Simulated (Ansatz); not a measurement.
# Hf3ZrS8: the cost of one run

Method: DFT PBE, scalar-relativistic, plane waves, PAW, in Ansatz 0.2.0.

### 1 Starting point

The structure is trigonal, space group P-3m1 (No. 164). Conventional cell: a = 3.619 Å, b = 3.619 Å, c = 23.332 Å, α = 90.00°, β = 90.00°, γ = 120.00°. Around Zr (site symmetry -3m) lie 6 S at 2.55 Å. Around Hf (site symmetry 3m) lie 6 S at 2.55 Å. Hf (site symmetry -3m) is surrounded by 6 S at 2.55 Å. Around S (site symmetry 3m) lie 3 Hf at 2.55 Å. S (site symmetry 3m) has 3 Zr at 2.55 Å as nearest neighbours.

Coordinates:

```
CELL_PARAMETERS angstrom
3.61940 0.00000 0.00000
-1.80970 3.13449 0.00000
0.00000 0.00000 23.33170
ATOMIC_POSITIONS crystal
Zr 0.00000 0.00000 0.50000
Hf 0.00000 0.00000 0.75000
Hf 0.00000 0.00000 0.00000
Hf 0.00000 0.00000 0.25000
S 0.33333 0.66667 0.81230
S 0.33333 0.66667 0.06230
S 0.33333 0.66667 0.31230
S 0.33333 0.66667 0.56230
S 0.66667 0.33333 0.93770
S 0.66667 0.33333 0.18770
S 0.66667 0.33333 0.43770
S 0.66667 0.33333 0.68770
```

The start is an ordering of an alloy on its end members' structure types: elements ordered on the sites of the ZrS2 type, Hf/Zr on Zr (P-3m1, No. 164).

### 2 A first look at the guess

input.yaml reads:

```yaml
crystal:
  lattice:
    - [3.61940306, 0.0, 0.0]
    - [-1.80970153, 3.13449499, 0.0]
    - [0.0, 0.0, 23.3316957]
  atoms:
    - { symbol: Zr, position: [0.0, 0.0, 0.5] }
    - { symbol: Hf, position: [0.0, 0.0, 0.75] }
    - { symbol: Hf, position: [0.0, 0.0, 0.0] }
    - { symbol: Hf, position: [0.0, 0.0, 0.25] }
    - { symbol: S, position: [0.33333333, 0.66666667, 0.8123] }
    - { symbol: S, position: [0.33333333, 0.66666667, 0.0623] }
    - { symbol: S, position: [0.33333333, 0.66666667, 0.3123] }
    - { symbol: S, position: [0.33333333, 0.66666667, 0.5623] }
    - { symbol: S, position: [0.66666667, 0.33333333, 0.9377] }
    - { symbol: S, position: [0.66666667, 0.33333333, 0.1877] }
    - { symbol: S, position: [0.66666667, 0.33333333, 0.4377] }
    - { symbol: S, position: [0.66666667, 0.33333333, 0.6877] }
basis:
  ecutwfc: 420
kpoints:
  mp_grid: { grid: [6, 6, 1] }
hamiltonian:
  xc: pbe
scf:
  occupations: { method: gaussian, width: 0.1 }
  lower_state_search: "off"
output:
  forces: true
  stress: true
  eigenvalues: true
```

Run with:

```sh
ansatz run input.yaml --threads 1 --pin off --max-ram 2560MiB --backend cpu --events-out ev --progress --plain --runs-dir out
```

What time and memory should one allow on 1 thread of Intel Xeon at 2.50GHz (Skylake/Cascade Lake), shared host?

About 21 s, with a peak of 0.57 GiB.
